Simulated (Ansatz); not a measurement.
# FH4NSi + H2O: a complex and its separated parts

The complex below is one end of an elementary step. How strongly is it bound against its free parts?

The runs use Ansatz 0.2.0, Gaussian basis; PBE0-D4/def2-TZVP structures, single points in def2-TZVPP, no counterpoise correction.

Levels: SPW92, PBE-D4, BLYP-D4, r2SCAN-D4, B97M-V, PBE0-D4, B3LYP-D4, r2SCAN0-D4, BHLYP-D4, CAM-B3LYP-D4, wB97X-V, wB97M-V, B2PLYP, PBE-QIDH, RPA on PBE, Hartree-Fock, MP2, CCSD, CCSD(T).

Cores are frozen in the correlated methods. B3LYP uses VWN-RPA correlation. B2PLYP carries no dispersion term here.

94 further runs of the same task are left out: 94 set aside as unsound or not needed.

### Step 1. Where the work starts

The complex: 10 atoms, charge 0, spin multiplicity 1.

Atoms are counted from 1 here; the program's logs count them from 0.

Bond lengths: Si1–F2 1.618 Å, Si1–H3 1.477 Å, Si1–H4 1.475 Å, Si1–N5 1.696 Å, N5–H8 1.006 Å, N5–H9 1.006 Å, H6–O7 0.962 Å, O7–H10 0.960 Å. Angles: F2–Si1–H3 105.5°, F2–Si1–H4 106.1°, F2–Si1–N5 113.2°, H3–Si1–H4 115.7°, H3–Si1–N5 108.1°, H4–Si1–N5 108.3°, Si1–N5–H8 122.2°, Si1–N5–H9 122.0°, H8–N5–H9 111.9°, H6–O7–H10 105.0°.

Coordinates:

```xyz
10

Si   -0.2560   -0.0607    0.4801
F     1.2409   -0.3188   -0.0778
H    -1.1567   -0.7390   -0.4741
H    -0.4102    1.4031    0.5742
N    -0.5200   -0.7252    2.0182
H     1.1916    0.7168   -1.9404
O     0.5088    1.1629   -2.4508
H    -0.6754   -1.7094    2.1584
H    -0.1951   -0.2734    2.8565
H     0.2718    0.5436   -3.1445
```

Its parts: FH4NSi holds atoms 1, 2, 3, 4, 5, 8, 9; H2O holds atoms 6, 7, 10. Each part counts its atoms afresh in its own runs.

### Step 2. Relaxing FH4NSi alone

File relax-a/in.yaml:

```yaml
crystal:
  periodic: [false, false, false]
  atoms:
    - {symbol: Si, position_ang: [-0.255987, -0.060690, 0.480132]}
    - {symbol: F, position_ang: [1.240928, -0.318778, -0.077814]}
    - {symbol: H, position_ang: [-1.156682, -0.739035, -0.474112]}
    - {symbol: H, position_ang: [-0.410177, 1.403134, 0.574234]}
    - {symbol: N, position_ang: [-0.520035, -0.725226, 2.018230]}
    - {symbol: H, position_ang: [-0.675409, -1.709398, 2.158389]}
    - {symbol: H, position_ang: [-0.195060, -0.273359, 2.856536]}
basis:
  gaussian: {orbitals: def2-TZVP}
hamiltonian: {xc: pbe0, dispersion: d4}
relax: {f_tol: 0.005, max_steps: 200}
```

Run with:

```
$ ansatz run in.yaml --threads 4 --pin off --events-out ev --progress --plain --max-ram 9574MiB
```

Further steps of the session: Relaxing H2O alone; SPW92/def2-TZVPP; PBE-D4/def2-TZVPP; BLYP-D4/def2-TZVPP; r2SCAN-D4/def2-TZVPP; B97M-V/def2-TZVPP; PBE0-D4/def2-TZVPP; B3LYP-D4/def2-TZVPP; r2SCAN0-D4/def2-TZVPP; BHLYP-D4/def2-TZVPP; CAM-B3LYP-D4/def2-TZVPP; wB97X-V/def2-TZVPP; wB97M-V/def2-TZVPP; B2PLYP/def2-TZVPP; PBE-QIDH/def2-TZVPP; RPA on PBE/def2-TZVPP; CCSD(T)/def2-TZVPP; Vibrations of FH4NSi; Vibrations of H2O.

What does the calculation give? Wanted: complex less parts, CCSD(T)/def2-TZVPP; with zero-point energy; largest T1 diagnostic.

**Answer**, as computed:

```
                              quantity          value
complex less parts, CCSD(T)/def2-TZVPP  -3.4 kcal/mol
                with zero-point energy  -2.1 kcal/mol
                 largest T1 diagnostic          0.011
```

At CCSD(T) the complex lies 3.4 kcal/mol below its parts. The functionals run from PBE0-D4, off by -0.3 kcal/mol, to SPW92, off by -2.6 kcal/mol, against CCSD(T). PBE-QIDH is as near within the digits shown. By rung, the mean size of the error is: LDA 2.6, GGA 0.6, meta-GGA 0.5, hybrid 0.4, range-separated hybrid 0.5, double hybrid 0.4 kcal/mol. PBE-D4 gives a relative energy 0.7 kcal/mol too low, inside chemical accuracy (1 kcal/mol). No counterpoise was applied, and triple zeta lacks some correlation, so the CCSD(T) reference has a basis error of its own, and close matches with it are partly luck.
